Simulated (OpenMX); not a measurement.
Wanted: the native input for an OpenMX 3.8.5 run.

```
Task                : band structure
Functional          : PBE
Potentials or basis : OpenMX 2013 PBE set, Mo7.0-s3p2d2, Se7.0-s3p2d2, grid cutoff 400 Ry
k mesh              : 7 × 7 × 7
Occupations         : fermi-dirac, width 0.05 eV
Spin                : no spin polarisation
Mixing scheme       : rmm-diisk
SCF threshold       : 1e-08 Ha
Solver              : band
Max SCF cycles      : 100
```

MoSe:

```
Mo Se
1.0
     3.50023    0.00000    0.00000
     0.00000    3.50023    0.00000
     0.00000    0.00000    3.50023
Mo Se
1 1
Direct
  0.00000 0.00000 0.00000
  0.50000 0.50000 0.50000
```

The cell was built by a generator and needn't be a form met in nature.

The input as run:

MoSe.dat

```
System.CurrrentDirectory             ./
System.Name                          MoSe
DATA.PATH                            ./DFT_DATA13
level.of.stdout                      1
level.of.fileout                     0
Species.Number                       2
<Definition.of.Atomic.Species
  Mo  Mo7.0-s3p2d2           Mo_PBE13
  Se  Se7.0-s3p2d2           Se_PBE13
Definition.of.Atomic.Species>

Atoms.Number                         2
Atoms.SpeciesAndCoordinates.Unit     FRAC
<Atoms.SpeciesAndCoordinates
    1  Mo    0.0000000000    0.0000000000    0.0000000000   7.000  7.000
    2  Se    0.5000000000    0.5000000000    0.5000000000   3.000  3.000
Atoms.SpeciesAndCoordinates>

Atoms.UnitVectors.Unit               Ang
<Atoms.UnitVectors
     3.5002295900    0.0000000000    0.0000000000
     0.0000000000    3.5002295900    0.0000000000
     0.0000000000    0.0000000000    3.5002295900
Atoms.UnitVectors>

scf.XcType                           GGA-PBE
scf.SpinPolarization                 off
scf.ElectronicTemperature            580.226
scf.energycutoff                     400.0
scf.maxIter                          100
scf.EigenvalueSolver                 band
scf.Kgrid                            7 7 7
scf.Mixing.Type                      rmm-diisk
scf.Init.Mixing.Weight               0.05
scf.Min.Mixing.Weight                0.001
scf.Max.Mixing.Weight                0.3
scf.Mixing.History                   25
scf.Mixing.StartPulay                8
scf.criterion                        1.0e-8
scf.stress.tensor                    on
MD.Type                              nomd
Band.dispersion                      on
Band.Nkpath                          6
<Band.kpath
   11   0.000000  0.000000  0.000000    0.000000  0.500000  0.000000  G X
   11   0.000000  0.500000  0.000000    0.500000  0.500000  0.000000  X M
   15   0.500000  0.500000  0.000000    0.000000  0.000000  0.000000  M G
   18   0.000000  0.000000  0.000000    0.500000  0.500000  0.500000  G R
   15   0.500000  0.500000  0.500000    0.000000  0.500000  0.000000  R X
   11   0.500000  0.500000  0.000000    0.500000  0.500000  0.500000  M R
Band.kpath>
```

Potentials or basis: OpenMX 2013 PBE set, Mo7.0-s3p2d2, Se7.0-s3p2d2, grid cutoff 400 Ry.

Launch:

```sh
$ openmx MoSe.dat -nt 1 > MoSe.std
```

It gave:

```json
{
 "Pressure": "-26.2 GPa",
 "Band gap along the path": "none (metal or under the smearing width)",
 "Mulliken charges": "Mo +0.44; Se -0.44 e"
}
```

Caveat: Mulliken charges move with the basis; the basis of atomic orbitals isn't converged, which shifts pressures, moduli and gaps.

It took 2.6 min on 1 thread of Intel(R) Xeon(R) Platinum 8259CL CPU @ 2.50GHz (Skylake/Cascade Lake), on a shared host, peak memory 0.75 GiB.
